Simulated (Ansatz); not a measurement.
**CH₃ClFGaO: basis-set convergence**

One table from this session's results is given with a row withheld; the runs are named, their logs left out.

Method: one geometry, several basis sets; program: Ansatz 0.2.0, Gaussian basis.

Levels to be run: PBE0-D4/def2-SVP; ωB97M-V/def2-SVP; PBE0-D4/def2-QZVPP; ωB97M-V/def2-QZVPP; the functionals' def2-TZVPP values are taken from earlier runs.

### The geometry

An earlier PBE0-D4 in a triple-zeta def2 set relaxation fixed the geometry.

SMILES `O[CH2][Ga]([F])[Cl]`, 8 atoms, charge 0, spin multiplicity 1.

Atoms are counted from 1 here; the program's logs count them from 0.

Bond lengths: O1–C2 1.407 Å, O1–H6 0.961 Å, C2–Ga3 1.980 Å, C2–H7 1.098 Å, C2–H8 1.091 Å, Ga3–F4 1.748 Å, Ga3–Cl5 2.141 Å. Angles: C2–O1–H6 109.6°, O1–C2–Ga3 112.2°, O1–C2–H7 112.8°, O1–C2–H8 107.4°, Ga3–C2–H7 109.1°, Ga3–C2–H8 108.2°, H7–C2–H8 106.9°, C2–Ga3–F4 126.4°, C2–Ga3–Cl5 119.7°, F4–Ga3–Cl5 113.9°.

Set-up of the first run:

The input, in.yaml:

```yaml
crystal:
  periodic: [false, false, false]
  atoms:
    - {symbol: O, position_ang: [-0.062232, 1.184703, 1.206592]}
    - {symbol: C, position_ang: [-0.269137, -0.154682, 0.829943]}
    - {symbol: Ga, position_ang: [0.404488, -0.531468, -0.993832]}
    - {symbol: F, position_ang: [0.899662, -2.088126, -1.615936]}
    - {symbol: Cl, position_ang: [0.546263, 1.057917, -2.420825]}
    - {symbol: H, position_ang: [-0.479818, 1.768151, 0.567374]}
    - {symbol: H, position_ang: [-1.322794, -0.456356, 0.893694]}
    - {symbol: H, position_ang: [0.283558, -0.780149, 1.532990]}
basis:
  gaussian: {orbitals: def2-SVP}
hamiltonian: {xc: pbe0, dispersion: d4}
output: {orbitals: {seedname: orbitals}}
```

The run is started by

```
$ ansatz run in.yaml --threads 4 --pin off --events-out ev --progress --plain --max-ram 10444MiB
```

Steps of the session up to this table: PBE0-D4 in def2-SVP; ωB97M-V in def2-SVP; PBE0-D4 in def2-QZVPP; ωB97M-V in def2-QZVPP.

One table of the session follows, with a row left open; its other results are not shown here.

It belongs to the step «Functionals by basis». 

| functional | basis | HOMO (eV) |
| --- | --- | --- |
| PBE0-D4 | def2-SVP | -7.78 |
| PBE0-D4 | def2-TZVPP | -7.97 |
| PBE0-D4 | def2-QZVPP | -8.02 |
| ωB97M-V | def2-SVP | ? |
| ωB97M-V | def2-TZVPP | -10.23 |
| ωB97M-V | def2-QZVPP | -10.29 |

Q: Estimate the row for ωB97M-V, def2-SVP from the others.

As computed: HOMO (eV): -10.02. In the column «HOMO (eV)» it lies between ωB97M-V, def2-TZVPP (-10.23) and PBE0-D4, def2-QZVPP (-8.02).
